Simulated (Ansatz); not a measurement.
The same calculation of Ba, space group P4/mmm as a Python script and as an input file (Ansatz's Python interface).

`run_dfpt.py`:
```python
"""DFPT phonons of Ba."""

from pathlib import Path

import ansatz as az
import numpy as np

FUNCTIONAL = "pbesol"
VDW = "D3(BJ)"
SMEARING = "fermi_dirac"
KGRID = (8, 8, 8)

lattice = az.Lattice.of(
    (3.99965, 0.0, 0.0),
    (0.0, 3.99965, 0.0),
    (0.0, 0.0, 3.605539),
)
sites = [
    ("Ba", (0.5, 0.5, 0.5)),
]
crystal = az.Crystal(lattice=lattice)
for symbol, position in sites:
    crystal = crystal.atom(symbol, position)

calculation = crystal.calculation()
calculation = calculation.functional(FUNCTIONAL, dispersion=VDW)
calculation = calculation.occupations(SMEARING).kpoints(*KGRID)
calculation = calculation.phonons("dfpt", points=[(0, 0, 0), (0, 0, 0.5)])
done = calculation.run(threads=1, runs_dir="runs")
ph = done.phonons

for q in ph.qpoints:
    print("q =", np.round(q.q_frac, 3), "1/cm:", " ".join(f"{w:.1f}" for w in q.omega_inv_cm))
```

```console
$ python run_dfpt.py
DeckWarning: basis.ecutwfc = 420 eV, auto-derived from the records' recommended cutoffs: set by Ba (normal level)
RunWarning: eigensolver did not converge (k=0): 1 band(s) unlocked after 2 eigensolves, warm-restarted (20 sweeps on the last) at ethr=1.00e-12 eV (lowest unlocked band 8, counted from 0; max [...]
q = [0. 0. 0.] 1/cm: -0.0 -0.0 0.0
q = [0.  0.  0.5] 1/cm: -35.4 -35.4 81.6
```
(Warnings from the package without file and line, shortened.)

`input.yaml`:
```yaml
crystal:
  lattice:
    - [3.99965, 0.0, 0.0]
    - [0.0, 3.99965, 0.0]
    - [0.0, 0.0, 3.605539]
  atoms:
    - { symbol: Ba, position: [0.5, 0.5, 0.5] }
kpoints:
  mp_grid:
    grid: [8, 8, 8]
hamiltonian:
  xc: pbesol
  dispersion: d3bj
scf:
  occupations:
    method: fermi_dirac
phonons:
  method: dfpt
  qpoints:
    - [0.0, 0.0, 0.0]
    - [0.0, 0.0, 0.5]
```

Caveats:
- The cell isn't relaxed first, so the values belong to this volume.
- Dispersion corrections can be off by several per cent in the lattices of metals, and by several GPa in the pressure at a fixed cell.
- A negative frequency stands for an imaginary mode.
- This isn't the structure that Ba takes at ambient conditions.
- The structure is taken as given; imaginary modes can come from an unrelaxed or unstable start. Phonons of metals also depend on mesh and smearing.
- Timing: 51 s on 1 thread of Arm Neoverse N1, with other jobs on the host, peak memory 0.56 GiB.
